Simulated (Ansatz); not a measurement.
Born–Oppenheimer molecular dynamics of a periodic cell of 32 atoms, LiMg6GaO8 (host LiMg6GaO8, host structure P4/mmm). It goes on from the last frame of an earlier run, with new velocities.

Level of theory: DFT LDA, scalar-relativistic, plane waves, PAW (Ansatz). Settings: accuracy low, cutoff 420 eV, k mesh 2x2x1, fermi-dirac smearing 0.05 eV, no spin polarisation.

- ensemble: NVT, Nosé–Hoover chain
- time step: 1.5 fs
- steps asked: 400
- set temperature: 2400 K
- thermostat: time constant 100 fs, chain length 3
- seed: 674216

First frame:

```xyz
32
Lattice="-4.2458 -4.2458 0.0000 4.2458 -4.2458 0.0000 0.0000 0.0000 8.4730" Properties=species:S:1:pos:R:3
Li -0.194 -4.359 0.332
Mg 2.000 -2.314 0.046
Mg 1.752 -2.237 4.467
Mg -0.187 -2.143 2.148
Mg -0.113 -2.277 6.499
Mg 1.729 -4.302 2.208
Mg 2.275 -4.494 6.701
Ga 0.005 -4.702 4.386
O -0.429 -4.413 2.547
O -0.232 -4.250 6.252
O 1.792 -2.454 2.366
O 1.946 -2.247 6.613
O -0.119 -2.345 0.186
O -0.090 -2.181 4.232
O 2.074 -4.397 0.145
O 1.956 -4.597 4.327
Li -0.045 -0.055 0.146
Mg -2.013 -2.176 0.087
Mg -2.517 -2.330 4.251
Mg -0.348 -6.430 2.180
Mg -0.068 -6.357 6.620
Mg -2.441 -4.455 2.134
Mg -2.210 -4.363 6.529
Ga -0.329 -0.391 4.132
O -0.151 -0.289 2.307
O -0.057 -0.006 6.243
O -2.391 -2.065 2.197
O -2.392 -2.091 6.524
O -0.155 -6.439 0.134
O -0.410 -6.432 4.301
O -2.455 -4.380 0.216
O -2.372 -4.342 4.402
```

Question: What does the run give?

Answer: The run went to its last step.

```
steps done                                               : 400
time covered                                             : 600 fs
mean temperature over the second half                    : 2358 K
spread of the potential energy over the second half      : 34.6 meV per atom
mean potential energy of the second half above the start : 126.3 meV per atom
```

The conserved energy stayed within 0.77 meV per atom of its start (net change 0.045 meV per atom), so the integration is sound. A run of 0.6 ps of so small a system gives no equilibrium averages. Limits of this set-up: coarse k mesh, low accuracy level.

Question: What happens to the structure?

Answer: Mean squared displacements from the first frame to the last, about the centre of mass: Li 0.11 Å², Mg 0.13 Å², Ga 0.22 Å², O 0.10 Å². The details hang on the random start.

Question: How do temperature and energy run in time?

Answer: 
```csv
time (fs),T (K),potential energy less start (eV),conserved less start (meV/atom)
0,2400,0.000,0.00
49.5,1830,2.687,0.33
99,1909,3.683,0.40
148.5,2257,3.854,0.25
198,2275,4.557,0.42
247.5,2251,5.149,0.51
297,2621,4.017,0.36
346.5,2236,5.600,0.32
396,2212,5.634,0.60
445.5,2422,4.368,0.39
495,2272,4.181,0.53
544.5,2530,1.983,0.14
594,2015,2.868,0.23
```

The run took 19 min on 2 threads of Intel(R) Xeon(R) Platinum 8488C (Sapphire Rapids), with other jobs on the host, peak memory 1 GiB.
